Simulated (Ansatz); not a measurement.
# GaBH (quartet): the correlation ladder, cc-pVDZ

Aim: climb from Hartree-Fock through coupled cluster and multireference methods for GaBH (quartet) at one geometry and basis, and see what each rung misses.

The runs use Ansatz 0.2.0, Gaussian basis; cc-pVDZ, core rule «outside noble gas», up to 15 orbitals frozen.

Plan: UHF; CCSD(T) on ROHF; CCSD(T) on UHF; BCCD(T) on ROHF; CISD; CCSDT(Q) on ROHF; CCSDT(Q) on UHF; CASSCF and MRCISD+Q, 7 electrons in 9 orbitals; CASSCF and NEVPT2, 7 electrons in 9 orbitals.

33 further runs of the same task are left out: 2 for a known fault of the program, 19 that didn't finish, 12 set aside as unsound or not needed.

**1. What is computed**

The geometry is a PBE0/def2-TZVP stationary point (not a proven minimum) of the parent state, kept for this charge and spin. No spin-orbit coupling is included. The filled d shell of Ga may be among the frozen orbitals whatever the setting's name suggests; the logs give the count.

3 atoms, charge 0, spin multiplicity 4.

Atoms are counted from 1 here; the program's logs count them from 0.

Bond lengths: B1–Ga2 2.185 Å, B1–H3 1.201 Å. Angles: Ga2–B1–H3 177.0°.

**2. UHF**

The input, in.yaml:

```yaml
crystal:
  periodic: [false, false, false]
  atoms:
    - {symbol: B, position_ang: [0.000000, -0.022646, 0.328403]}
    - {symbol: Ga, position_ang: [0.000000, -0.009056, -1.856331]}
    - {symbol: H, position_ang: [0.000000, 0.031702, 1.527927]}
basis:
  gaussian: {orbitals: cc-pVDZ}
magnetization: {spin_polarized: true, initial_magnetization: 3}
hamiltonian: {xc: hf}
output: {orbitals: {seedname: orbitals}}
```

Launch:

```sh
ansatz run in.yaml --threads 1 --pin off --events-out ev --progress --plain --max-ram 2393MiB
```

The runs that follow: CCSD(T) on ROHF; CCSD(T) on UHF; BCCD(T) on ROHF; CISD; CCSDT(Q) on ROHF; CCSDT(Q) on UHF; CASSCF and MRCISD+Q, 7 electrons in 9 orbitals; CASSCF and NEVPT2, 7 electrons in 9 orbitals.

Before running them: what should the planned runs give, taken together? Wanted: UCCSDT(Q) below the RHF energy; RMP2 from UCCSDT(Q); UMP2 from UCCSDT(Q); RCCSD from UCCSDT(Q); RCCSD(T) from UCCSDT(Q); UCCSD(T) from UCCSDT(Q); RCCSDT(Q) from UCCSDT(Q); NEVPT2 valence from UCCSDT(Q); MRCISD+Q valence from UCCSDT(Q).

As calculated:

```
                         quantity                                        value
   UCCSDT(Q) below the RHF energy                                   -3.9346 eV
              RMP2 from UCCSDT(Q)                              +20.78 kcal/mol
              UMP2 from UCCSDT(Q)                              +22.96 kcal/mol
             RCCSD from UCCSDT(Q)                               +5.37 kcal/mol
          RCCSD(T) from UCCSDT(Q)                               +1.59 kcal/mol
          UCCSD(T) from UCCSDT(Q)                               +1.31 kcal/mol
         RCCSDT(Q) from UCCSDT(Q)                               +0.27 kcal/mol
    NEVPT2 valence from UCCSDT(Q)                              +11.67 kcal/mol
  MRCISD+Q valence from UCCSDT(Q)                               +0.27 kcal/mol
levels within 1 kcal/mol (43 meV)  RCCSDT, UCCSDT, RCCSDT(Q), MRCISD+Q valence
                    T1 diagnostic                                        0.038
   effectively unpaired electrons                                         3.04
```

RCCSD(T) misses by +1.59 kcal/mol, 1.7 % of the correlation energy. One determinant dominates. Of the multireference levels listed MRCISD+Q valence comes nearest in total energy (+0.27 kcal/mol), which doesn't show that its space is the better one. These misses are within one basis, not against nature; the frozen cores of restricted and unrestricted runs differ, which can shift their rows.
